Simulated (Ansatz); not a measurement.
# SrAlBO: the cost of one run

Method: DFT PBE, scalar-relativistic, plane waves, PAW, in Ansatz 0.2.0.

2 further runs of the same task are left out: 1 that didn't finish, 1 set aside as unsound or not needed.

## 1. Starting point

The structure is hexagonal, space group P-6m2 (No. 187). Conventional cell: a = 3.697 Å, b = 3.697 Å, c = 5.205 Å, α = 90.00°, β = 90.00°, γ = 120.00°. Sr (site symmetry -6m2) is surrounded by 3 B at 2.13 Å. Al (site symmetry -6m2) is surrounded by 3 O at 2.13 Å. B (site symmetry -6m2) is surrounded by 3 Sr at 2.13 Å. Around O (site symmetry -6m2) lie 3 Al at 2.13 Å.

As a file:

```
Sr Al B O
1.0
     3.69711    0.00000    0.00000
    -1.84855    3.20179    0.00000
     0.00000    0.00000    5.20479
Sr Al B O
1 1 1 1
Cartesian
  0.0000 2.1345 2.6024
  0.0000 0.0000 0.0000
  1.8486 1.0673 2.6024
  0.0000 2.1345 0.0000
```

Recipe of the guess: random cell by space group and Wyckoff sites (P-6m2, No. 187). Its size is a rough estimate.

## 2. Probe: one point on a coarse mesh

input.yaml

```yaml
crystal:
  lattice:
    - [3.69710554, 0.0, 0.0]
    - [-1.84855277, 3.20178732, 0.0]
    - [0.0, 0.0, 5.20479488]
  atoms:
    - { symbol: Sr, position: [0.33333333, 0.66666667, 0.5] }
    - { symbol: Al, position: [0.0, 0.0, 0.0] }
    - { symbol: B, position: [0.66666667, 0.33333333, 0.5] }
    - { symbol: O, position: [0.33333333, 0.66666667, 0.0] }
basis:
  ecutwfc: 420
kpoints:
  mp_grid: { grid: [6, 6, 4] }
hamiltonian:
  xc: pbe
scf:
  occupations: { method: gaussian, width: 0.1 }
  lower_state_search: "off"
output:
  forces: true
  stress: true
  eigenvalues: true
```

Launch:

```bash
$ ansatz run input.yaml --threads 1 --pin off --max-ram 2048MiB --backend cpu --events-out ev --progress --plain --runs-dir out
```

Q: Estimate wall time and peak memory on 1 thread of Intel Xeon Platinum 8223CL at 3.00GHz (Skylake/Cascade Lake), shared host.

About 2.1 s, with a peak of 0.35 GiB.
